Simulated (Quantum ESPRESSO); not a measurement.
The system is Si.

```xyz
2
Lattice="0.0000 2.7219 2.7219 2.7219 0.0000 2.7219 2.7219 2.7219 0.0000" Properties=species:S:1:pos:R:3 pbc="T T T"
Si    2.7219    2.7219    2.7219
Si    4.0828    4.0828    4.0828
```

Base run:

```yaml
Program: Quantum ESPRESSO 7.5
Functional: PBEsol
Potentials_or_basis: PseudoDojo 0.4.1 SR PBEsol standard
Cutoff: 490 eV
Density_cutoff: 1959 eV
k_mesh: 6 × 6 × 6
Occupations: fixed
Spin: no spin polarisation
```

Its results: band gap on the k mesh, mean-field level 0.61 eV, indirect (least direct gap 2.51 eV).

Problem. The run is repeated on the same cell with these changes: k mesh from 6 × 6 × 6 to 16 × 16 × 16; k mesh of the self-consistent run from 8 × 8 × 8 to 16 × 16 × 16. What comes out?

Solution. Band gap on the k mesh, mean-field level 0.48 eV, indirect (least direct gap 2.51 eV).

A k mesh can miss the band edges.
